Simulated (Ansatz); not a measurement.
# C2H7GaOZn: the cost of one run

Method: one geometry, several basis sets; program: Ansatz 0.2.0, Gaussian basis.

Levels to be run: PBE0-D4/def2-SVP; ωB97M-V/def2-SVP; PBE0-D4/def2-QZVPP; ωB97M-V/def2-QZVPP; the functionals' def2-TZVPP values are taken from earlier runs.

### 1 The geometry

An earlier PBE0-D4 in a triple-zeta def2 set relaxation fixed the geometry.

SMILES `CO[CH2][GaH][ZnH]`, 12 atoms, charge 0, spin multiplicity 1.

Atoms are counted from 1 here; the program's logs count them from 0.

Bond lengths: C1–O2 1.393 Å, C1–H6 1.091 Å, C1–H7 1.100 Å, C1–H8 1.104 Å, O2–C3 1.414 Å, C3–Ga4 2.009 Å, C3–H9 1.102 Å, C3–H10 1.097 Å, Ga4–Zn5 2.454 Å, Ga4–H11 1.588 Å, Zn5–H12 1.568 Å. Angles: O2–C1–H6 108.1°, O2–C1–H7 111.7°, O2–C1–H8 111.5°, H6–C1–H7 109.1°, H6–C1–H8 108.7°, H7–C1–H8 107.6°, C1–O2–C3 112.0°, O2–C3–Ga4 115.0°, O2–C3–H9 110.7°, O2–C3–H10 106.6°, Ga4–C3–H9 111.7°, Ga4–C3–H10 106.2°, H9–C3–H10 106.0°, C3–Ga4–Zn5 121.9°, C3–Ga4–H11 113.2°, Zn5–Ga4–H11 124.7°, Ga4–Zn5–H12 178.8°.

### 2 PBE0-D4 in def2-SVP

The input, in.yaml:

```yaml
crystal:
  periodic: [false, false, false]
  atoms:
    - {symbol: C, position_ang: [-0.631168, 0.085334, 1.584692]}
    - {symbol: O, position_ang: [0.716614, 0.047285, 1.235576]}
    - {symbol: C, position_ang: [0.973488, -0.899598, 0.217593]}
    - {symbol: Ga, position_ang: [0.384187, -0.347695, -1.622090]}
    - {symbol: Zn, position_ang: [-0.569717, 1.869222, -2.068124]}
    - {symbol: H, position_ang: [-0.762178, 0.852311, 2.348744]}
    - {symbol: H, position_ang: [-0.975685, -0.881031, 1.981909]}
    - {symbol: H, position_ang: [-1.267245, 0.336823, 0.717792]}
    - {symbol: H, position_ang: [0.572523, -1.887879, 0.493807]}
    - {symbol: H, position_ang: [2.062704, -1.018402, 0.167850]}
    - {symbol: H, position_ang: [0.694312, -1.439417, -2.732764]}
    - {symbol: H, position_ang: [-1.197845, 3.283059, -2.324974]}
basis:
  gaussian: {orbitals: def2-SVP}
hamiltonian: {xc: pbe0, dispersion: d4}
output: {orbitals: {seedname: orbitals}}
```

The run is started by

```sh
ansatz run in.yaml --threads 2 --pin off --events-out ev --progress --plain --max-ram 32768MiB --backend cpu
```

**Question.** How long does this run take on 2 threads of AMD EPYC 7R13, shared host, and how much memory does it need?

About 3.1 s, with a peak of 0.44 GiB.
